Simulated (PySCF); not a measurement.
# C₄H₉GaS: runs on many settings

Aim: see how C₄H₉GaS (`C[S][GaH][CH]1CC1`) answers to the choice of functional, basis, grid and SCF options, and what happens with inputs that are wrong on purpose.

The runs use PySCF 2.14.0, with density-fitted response routines of our own; the level of theory stands in each step. All values are computed, except where a source is named. Atoms count from 0, in the outputs and in this text.

### Step 1. The starting structure

15 atoms, charge 0, multiplicity 1; geometry from: GFN2-xTB.

Bonds of the start (Å): C0–S1 1.83, S1–Ga2 2.24, Ga2–C3 2.02, C3–C4 1.51, C4–C5 1.49, C5–C3 1.51, C0–H6 1.09, C0–H7 1.09, C0–H8 1.09, Ga2–H9 1.61, C3–H10 1.09, C4–H11 1.09, C4–H12 1.08, C5–H13 1.08, C5–H14 1.09.

### Step 2. Nuclear shieldings: PBE0/pcSseg-1

The job: settings as JSON, then the geometry in Å.

```
{"job": {"kind": "nmr", "xc": "PBE0", "basis": "pcSseg-1"}, "charge": 0, "multiplicity": 1}
C      3.313545     0.123977     0.116602
S      1.640520    -0.093678     0.835286
Ga     0.437669     0.064816    -1.048328
C     -1.583964    -0.020498    -1.003584
C     -2.185348    -0.860200     0.099678
C     -2.262936     0.623276     0.183380
H      3.252611     0.226972    -0.971185
H      3.906124    -0.747630     0.376486
H      3.753532     1.015338     0.553132
H      1.332031     0.236026    -2.371286
H     -2.146106     0.003156    -1.934633
H     -1.511019    -1.360611     0.788866
H     -3.087634    -1.417194    -0.110530
H     -3.220243     1.101399     0.029763
H     -1.643198     1.112841     0.928785
```

With the program's defaults for keys left out, this is: GIAO PBE0/pcSseg-1 NMR shielding, non-relativistic, gas phase.

The run is started by

```sh
> OMP_NUM_THREADS=1 python probes_run.py task.json out
```

The driver reads the jobs from task.json and runs them one after another.

Output:

```text
coarse grid: 56704 points
cycle   1  E = -2479.9455752050  dE = -4.767e-02  |g| = 1.020e+00  |ddm| = 3.518e+00
cycle   2  E = -2479.8455270344  dE =  1.000e-01  |g| = 1.270e+00  |ddm| = 1.384e+00
cycle   3  E = -2480.0509709263  dE = -2.054e-01  |g| = 1.001e-01  |ddm| = 9.553e-01
cycle   4  E = -2480.0530857673  dE = -2.115e-03  |g| = 3.192e-02  |ddm| = 1.449e-01
cycle   5  E = -2480.0533812149  dE = -2.954e-04  |g| = 6.892e-03  |ddm| = 4.623e-02
cycle   6  E = -2480.0533931305  dE = -1.192e-05  |g| = 2.191e-03  |ddm| = 1.019e-02
cycle   7  E = -2480.0533943116  dE = -1.181e-06  |g| = 5.173e-04  |ddm| = 2.496e-03
final grid: 118216 points
cycle   8  E = -2480.0533985927  dE =  2.111e-08  |g| = 6.870e-04  |ddm| = 1.385e-03
cycle   9  E = -2480.0533984701  dE =  1.226e-07  |g| = 9.758e-04  |ddm| = 1.445e-03
cycle  10  E = -2480.0533987103  dE = -2.402e-07  |g| = 5.082e-05  |ddm| = 8.660e-04
cycle  11  E = -2480.0533987109  dE = -6.094e-10  |g| = 8.429e-06  |ddm| = 5.752e-05
converged SCF energy = -2480.0533987109

GIAO shielding tensors (ppm)
atom      isotropic    diamagn.    paramagn.     s11        s22        s33       span
  0 C      168.230     250.025     -81.795    151.712    161.576    191.402     39.690
  1 S      562.868    1059.866    -496.999    381.968    637.079    669.556    287.587
  2 Ga    1154.501    2638.813   -1484.312   1005.154   1208.182   1250.168    245.013
  3 C      176.891     256.145     -79.253    130.853    172.040    227.781     96.928
  4 C      182.127     252.581     -70.453    151.959    173.944    220.478     68.519
  5 C      182.228     252.498     -70.269    152.176    174.080    220.430     68.254
  6 H       29.061      29.204      -0.143     22.759     29.389     35.035     12.276
  7 H       29.209      28.430       0.779     23.194     26.533     37.901     14.708
  8 H       29.210      28.618       0.592     23.180     26.574     37.876     14.696
  9 H       24.769      28.411      -3.641     19.869     20.177     34.263     14.394
 10 H       31.260      31.916      -0.656     24.285     27.299     42.196     17.910
 11 H       31.079      32.176      -1.097     23.483     30.263     39.490     16.006
 12 H       30.886      30.122       0.765     24.675     26.199     41.784     17.109
 13 H       30.900      30.086       0.814     24.681     26.211     41.809     17.128
 14 H       31.062      32.100      -1.038     23.582     30.136     39.468     15.886
```

It took 72 s on 1 thread of Intel Xeon at 2.70GHz, shared host; peak memory 0.76 GiB.

The references, computed at this level on geometries of the same kind, shield at (ppm): 1H TMS 31.72, 13C TMS 186.9, 33S CS2 504. Their shielding less the atom's gives the shift. The references are single molecules in the gas phase. Atoms listed in one row are averaged.

| atoms | environment | σ (ppm) | δ (ppm) |
| --- | --- | --- | --- |
| C0 | methyl carbon bonded to S | 168.2 | 18.7 |
| C3 | three-membered-ring carbon | 176.9 | 10.0 |
| C4, C5 | three-membered-ring carbon | 182.2 | 4.7 |
| H9 | hydrogen on a Ga bonded to C, S | 24.77 | 6.95 |
| H6, H7, H8 | hydrogen on a methyl carbon bonded to S | 29.16 | 2.56 |
| H12, H13 | hydrogen on a three-membered-ring carbon | 30.89 | 0.82 |
| H11, H14 | hydrogen on a three-membered-ring carbon | 31.07 | 0.65 |
| H10 | hydrogen on a three-membered-ring carbon | 31.26 | 0.46 |
| S1 | sulfur bonded to C, Ga | 563 | -59 |
| Ga2 | Ga bonded to C, S, H | 1155 | – |

Charges from the same density, by scheme (e):

| atoms | Mulliken | IAO | Hirshfeld | ESP fit |
| --- | --- | --- | --- | --- |
| C0 | -0.37 | -0.48 | -0.12 | -0.31 |
| S1 | -0.35 | -0.17 | -0.15 | -0.30 |
| Ga2 | 0.71 | 0.53 | 0.40 | 0.57 |
| C3 | -0.63 | -0.40 | -0.16 | -0.37 |
| C4, C5 | -0.20 | -0.28 | -0.10 | -0.23 |

Mayer bond orders: C0–S1 0.98, S1–Ga2 1.02, Ga2–C3 0.78, C3–C4 0.93, C4–C5 0.98, C5–C3 0.93.

Ring of atoms C3, C4, C5: NICS(0) -42.9, NICS(1) -8.2, NICS(1)zz -25.7 ppm (means of both faces).

In rings of three or four atoms NICS is ruled by the nearby σ bonds, so it says little on aromaticity.

Orbitals, density, ELF and potential are computed afterwards from the orbital file.

Frontier orbitals at PBE0/pcSseg-1, with the share of their density that lies nearest to each atom:

| orbital | energy (eV) | lies on |
| --- | --- | --- |
| HOMO | -6.98 | S1 79 %; Ga2 7 % |
| LUMO | -1.06 | Ga2 55 %; H9 17 %; S1 11 % |

ELF in a plane through or near 7 of the atoms.

Ten even steps from '0' (0.00) to '9' (1.00):
```
0000000000000000000000000000
0000000000000000000000000000
0000000000000000000000000000
0000000001110000000000000000
0000000025662000000000000000
0000000038985100000000000000
0000001147476200001210000000
0000134362816200025631000000
0000255482627200048840000000
0000141566684222247620000000
0000137862432316546200000000
0000079980214627264200000000
0000079951525517669830000000
0000038505993124599970000000
0000000019999510289970000000
0000000039999600048710000000
0000000018999400000000000000
0000000001352000000000000000
0000000000000000000000000000
0000000000000000000000000000
```
The map spans 13.0 Å across and 9.5 Å up, centred on the molecule. Atoms in the plane (x, y in Å): C0 (-3.3, 0.3), S1 (-1.6, 1.1), Ga2 (-0.4, -0.8), C3 (1.6, -0.7), H6 (-3.2, -0.8), H9 (-1.3, -2.2), H10 (2.2, -1.7).

log10 of the density (e/Å³) in the same plane.

Ten even steps from ' ' (-4.0) to '@' (2.1):
```
                  ......                                
                  ......                                
                ..........                              
              ..::::--::::..                            
        ....::::--======--::::....::::::....            
      ..::::----==++++++==--::::::------::::..          
    ..::--======++******++==----==========--::..        
    ::--==++++++**##@@##++==----==++++++====::..        
    ::--==++******##@@##**++====++******++==--::        
    ::--==**%%%%**********++++++++******++==--::        
    ::--==++**##**++++**####**++******++++==::..        
    ..::--++**##++==++**@@@@##**##@@**++==--::..        
    ..::--==++++++==++**%%%%******##**++==--..          
      ..::--======++++******++++++**##++==--..          
        ....::----++****++++======++++==--::            
            ..::--==++++++==--------==--::..            
              ..::----==----::::..::::....              
                ..::::::::::....                        
                  ..........                            
                                                        
```
The map spans 13.0 Å across and 9.5 Å up, centred on the molecule. Atoms in the plane (x, y in Å): C0 (-3.3, 0.3), S1 (-1.6, 1.1), Ga2 (-0.4, -0.8), C3 (1.6, -0.7), H6 (-3.2, -0.8), H9 (-1.3, -2.2), H10 (2.2, -1.7).

On the surface of density 0.002 e/bohr³ the electrostatic potential runs, from the 1st to the 99th percentile, from -0.95 V near S1 to 1.86 V near Ga2.

### Step 3. Ultraviolet spectrum: PBE0/def2-SVPD

Settings changed since step 2:

```diff
@@ -1,2 +1,2 @@
-{"job": {"kind": "nmr", "xc": "PBE0", "basis": "pcSseg-1"}, "charge": 0, "multiplicity": 1}
+{"job": {"kind": "uv", "xc": "PBE0", "basis": "def2-SVPD", "nstates": 6, "ntriplets": 2}, "charge": 0, "multiplicity": 1}
 C      3.313545     0.123977     0.116602
```

With the program's defaults for keys left out, this is: TDDFT PBE0/def2-SVPD, vertical, gas phase, core orbitals frozen in the response.

Output:

```text
coarse grid: 56704 points
cycle   1  E = -2479.7610648650  dE = -5.664e-02  |g| = 5.838e-01  |ddm| = 5.321e+00
cycle   2  E = -2479.7080481517  dE =  5.302e-02  |g| = 7.995e-01  |ddm| = 1.923e+00
cycle   3  E = -2479.8257246706  dE = -1.177e-01  |g| = 3.792e-02  |ddm| = 1.209e+00
cycle   4  E = -2479.8260915149  dE = -3.668e-04  |g| = 1.705e-02  |ddm| = 1.244e-01
cycle   5  E = -2479.8261801865  dE = -8.867e-05  |g| = 5.142e-03  |ddm| = 3.605e-02
cycle   6  E = -2479.8261879481  dE = -7.762e-06  |g| = 1.362e-03  |ddm| = 1.062e-02
final grid: 118216 points
cycle   7  E = -2479.8261952618  dE =  3.095e-07  |g| = 1.770e-03  |ddm| = 9.037e-03
cycle   8  E = -2479.8261944473  dE =  8.145e-07  |g| = 2.456e-03  |ddm| = 6.536e-03
cycle   9  E = -2479.8261961761  dE = -1.729e-06  |g| = 1.503e-04  |ddm| = 3.739e-03
cycle  10  E = -2479.8261961820  dE = -5.905e-09  |g| = 1.973e-05  |ddm| = 3.095e-04
cycle  11  E = -2479.8261961821  dE = -9.686e-11  |g| = 4.490e-06  |ddm| = 3.587e-05
converged SCF energy = -2479.8261961821

Static polarisability (au): isotropic 99.328, principal 77.527 95.666 124.792

Singlet excitations
state   eV       nm        f      main configurations
  1   4.9606    249.9   0.06275   H->L 0.95
  2   5.1752    239.6   0.00053   H-1->L 0.98
  3   5.5175    224.7   0.00091   H-2->L 0.98
  4   5.7108    217.1   0.03624   H->L+1 0.90
  5   5.9479    208.5   0.00408   H->L+2 0.85
  6   6.4414    192.5   0.01406   H-3->L 0.88, H-1->L+1 0.09

Triplet excitations (Tamm-Dancoff, eV): 4.1900 4.8751
```

Run time: 89 s. Hardware: 1 thread of Intel Xeon at 2.70GHz, shared host; peak memory 0.84 GiB.

The orbitals next to the gap, with their largest atomic shares:

| orbital | eV | atoms |
| --- | --- | --- |
| HOMO−3 | -8.61 | C3 41 %, C5 21 %, C4 20 % |
| HOMO−2 | -7.94 | S1 53 %, Ga2 19 %, H9 12 % |
| HOMO−1 | -7.59 | C3 28 %, Ga2 17 %, C4 15 % |
| HOMO | -6.96 | S1 72 %, C0 11 %, Ga2 9 % |
| LUMO | -1.07 | Ga2 54 %, S1 18 %, H9 10 % |
| LUMO+1 | 0.07 | Ga2 34 %, S1 27 %, H9 10 % |
| LUMO+2 | 0.40 | S1 43 %, C0 16 %, Ga2 12 % |

With each of the 6 states as a Gaussian band of 0.4 eV half-width at 1/e, the curve within the window shown has maxima at 249 nm (ε 2,600), 218 nm (ε 1,700) L/(mol cm). Beyond the last state computed it falls off for lack of states. The curve at chosen wavelengths:

nm, ε (L/mol/cm) and a bar:
```
      184        330 #
      188        511 ###
      192        644 #####
      196        728 ######
      200        835 #######
      204       1032 ##########
      208       1302 #############
      212       1556 ################
      216       1697 ##################
      220       1704 ##################
      224       1641 ##################
      228       1615 #################
      232       1709 ##################
      236       1930 #####################
      240       2217 #########################
      244       2472 ############################
      248       2603 ##############################
      252       2565 ##############################
      256       2363 ###########################
      260       2040 #######################
      264       1659 ##################
      268       1276 #############
      272        933 ########
      276        651 #####
      280        436 ##
      284        281
```

Leading natural transition orbitals of singlet state 1: the hole lies on S1 77 %; Ga2 7 %; the particle on Ga2 52 %; H9 20 %; S1 10 %.

Further results of this job:

| property | computed |
| --- | --- |
| dipole moment (D) | 1.03 |
| polarisability (Å³) | 14.72 |
| HOMO–LUMO gap (eV) | 5.88 |
| −ε(HOMO) (eV) | 6.96 |

### Step 4. Excited states and response: r2SCAN/Sadlej pVTZ

Settings changed since step 3:

```diff
@@ -1,2 +1,2 @@
-{"job": {"kind": "uv", "xc": "PBE0", "basis": "def2-SVPD", "nstates": 6, "ntriplets": 2}, "charge": 0, "multiplicity": 1}
+{"job": {"kind": "uv", "xc": "r2SCAN", "basis": "Sadlej pVTZ", "nstates": 25, "ntriplets": 2, "tda": false, "scf": {"aux": "def2-universal-jfit", "max_cycle": 100}}, "charge": 0, "multiplicity": 1}
 C      3.313545     0.123977     0.116602
```

Level: r2SCAN/Sadlej pVTZ.

Output:

```text
KeyError: 'Element ga (Z=31) not found in basis Sadlej pVTZ version 1'
```

Wall time 0.04 s (1 thread of Intel Xeon at 2.70GHz, shared host).

Diagnosis: The basis Sadlej pVTZ has no functions for an element of the molecule, so the input was refused before any integral. The remedy is to choose a basis that covers all elements.

### Step 5. Shielding tensors: LC-wPBE/MINI

Settings changed since step 4:

```diff
@@ -1,2 +1,2 @@
-{"job": {"kind": "uv", "xc": "r2SCAN", "basis": "Sadlej pVTZ", "nstates": 25, "ntriplets": 2, "tda": false, "scf": {"aux": "def2-universal-jfit", "max_cycle": 100}}, "charge": 0, "multiplicity": 1}
+{"job": {"kind": "nmr", "xc": "LC-wPBE", "basis": "MINI", "pop": true, "scf": {"max_cycle": 67}}, "charge": 2, "multiplicity": 1}
 C      3.313545     0.123977     0.116602
```

Level: LC-wPBE/MINI.

Output:

```text
KeyError: 'Element ga (Z=31) not found in basis MINI version 0'
```

Wall time 0.06 s (1 thread of Intel Xeon at 2.70GHz, shared host).

Why it failed: The basis MINI has no functions for an element of the molecule, so the input was refused before any integral. Cure: choose a basis that covers all elements.

### Step 6. NMR shieldings: BHandHLYP/6-311G** in dimethylsulfoxide

Settings changed since step 5:

```diff
@@ -1,2 +1,2 @@
-{"job": {"kind": "nmr", "xc": "LC-wPBE", "basis": "MINI", "pop": true, "scf": {"max_cycle": 67}}, "charge": 2, "multiplicity": 1}
+{"job": {"kind": "nmr", "xc": "BHandHLYP", "basis": "6-311G**", "solvent": "dimethylsulfoxide", "pop": false}, "charge": 0, "multiplicity": 1}
 C      3.313545     0.123977     0.116602
```

Method: GIAO BHandHLYP/6-311G** NMR shielding, non-relativistic, IEF-PCM dimethylsulfoxide.

Output:

```text
coarse grid: 56704 points
cycle   1  E = -2480.6814448219  dE = -9.471e-01  |g| = 1.248e+00  |ddm| = 2.951e+00
cycle   2  E = -2480.6818242767  dE = -3.795e-04  |g| = 9.635e-01  |ddm| = 8.144e-01
cycle   3  E = -2480.7517947548  dE = -6.997e-02  |g| = 2.617e-01  |ddm| = 4.756e-01
cycle   4  E = -2480.7567105578  dE = -4.916e-03  |g| = 1.913e-02  |ddm| = 8.481e-02
cycle   5  E = -2480.7568003804  dE = -8.982e-05  |g| = 6.303e-03  |ddm| = 2.354e-02
cycle   6  E = -2480.7568105546  dE = -1.017e-05  |g| = 1.035e-03  |ddm| = 7.177e-03
cycle   7  E = -2480.7568108428  dE = -2.882e-07  |g| = 4.454e-04  |ddm| = 1.608e-03
final grid: 118216 points
cycle   8  E = -2480.7568138572  dE = -2.918e-08  |g| = 4.227e-04  |ddm| = 9.983e-04
cycle   9  E = -2480.7568138581  dE = -8.531e-10  |g| = 4.272e-04  |ddm| = 6.498e-04
cycle  10  E = -2480.7568139023  dE = -4.426e-08  |g| = 2.102e-05  |ddm| = 3.137e-04
cycle  11  E = -2480.7568139024  dE = -1.055e-10  |g| = 7.517e-06  |ddm| = 2.413e-05
converged SCF energy = -2480.7568139024

GIAO shielding tensors (ppm)
atom      isotropic    diamagn.    paramagn.     s11        s22        s33       span
  0 C      173.076     247.015     -73.938    155.270    167.439    196.521     41.251
  1 S      621.536    1058.614    -437.078    496.067    681.381    687.159    191.093
  2 Ga    1261.278    2639.268   -1377.990   1119.908   1282.964   1380.962    261.054
  3 C      183.328     249.610     -66.282    139.155    176.776    234.052     94.896
  4 C      187.821     249.846     -62.026    158.050    178.552    226.859     68.809
  5 C      187.921     249.719     -61.798    158.292    178.679    226.794     68.502
  6 H       29.546      29.622      -0.076     23.003     30.060     35.574     12.571
  7 H       29.694      29.121       0.574     23.608     27.091     38.384     14.777
  8 H       29.696      29.234       0.462     23.608     27.139     38.342     14.734
  9 H       25.451      29.172      -3.720     20.127     21.109     35.119     14.992
 10 H       31.767      30.904       0.862     24.790     27.707     42.802     18.013
 11 H       31.726      31.792      -0.066     24.091     30.860     40.228     16.137
 12 H       31.446      30.548       0.897     25.294     26.660     42.383     17.089
 13 H       31.454      30.511       0.944     25.305     26.653     42.406     17.101
 14 H       31.692      31.702      -0.010     24.181     30.707     40.189     16.008
```

Run time: 46 s. Hardware: 1 thread of Intel Xeon at 2.70GHz, shared host; peak memory 0.97 GiB.

This run: σ C0 173.1, C3 183.3, C4 187.9, S1 622, H9 25.45, H6 29.65 ppm (means over like atoms).

### Step 7. Side by side: NMR shifts

Isotropic shieldings (ppm) of some atoms, chosen among heavy atoms and hydrogens apart, means over like atoms, with basis size and wall time:

| run | C0 | C3 | C4 | H9 | H11 | S1 | Ga2 | functions | time |
| --- | --- | --- | --- | --- | --- | --- | --- | --- | --- |
| PBE0/pcSseg-1 | 168.2 | 176.9 | 182.2 | 24.77 | 31.07 | 563 | 1155 | 178 | 72 s |
| BHandHLYP/6-311G** in dimethylsulfoxide | 173.1 | 183.3 | 187.9 | 25.45 | 31.71 | 622 | 1261 | 196 | 46 s |

### Step 8. Summary of results

| quantity | value |
| --- | --- |
| 13C shifts against TMS (PBE0/pcSseg-1, means over atoms taken as alike) | 18.7, 10.0, 4.7 ppm |
| 1H shifts against TMS (PBE0/pcSseg-1, means over atoms taken as alike) | 6.95, 2.56, 0.82, 0.65, 0.46 ppm |
| 33S shifts against CS2 (PBE0/pcSseg-1) | -59 ppm |
| shieldings of Ga (PBE0/pcSseg-1) | Ga2 1154.5 ppm |
| surface potential, 1st and 99th percentile | -0.95 V and 1.86 V |
| lowest singlet (PBE0/def2-SVPD) | 4.96 eV (250 nm), f = 0.063 |
| lowest triplet | 4.19 eV |
| range of the shielding of Ga2 | 1155 to 1261 ppm |
| property runs in this session | 5, of which 2 failed and 0 gave unsound results |

**Reading.** Single values in the summary come from the first run of each kind that ended normally (PBE0/pcSseg-1; PBE0/def2-SVPD), which need not be the best level. At PBE0/pcSseg-1: The largest span, 288 ppm, is at S1, where the paramagnetic term is -497 ppm. At PBE0/pcSseg-1, counted by nearest atom on the grid, the HOMO lies on S1 79 %; Ga2 7 %, the LUMO on Ga2 55 %; H9 17 %. The first singlet state (HOMO→LUMO 0.95) lies at 4.96 eV and is bright. The lowest triplet lies 0.77 eV below the lowest singlet (triplets in Tamm-Dancoff, singlets in full TDDFT). In ppm, Ga2 moves most: its shielding spreads over 107 ppm, from 1155 (PBE0/pcSseg-1) to 1261 (BHandHLYP/6-311G** in dimethylsulfoxide). Spin-orbit coupling is left out, which matters for shieldings and couplings at and beside the heavy atoms.
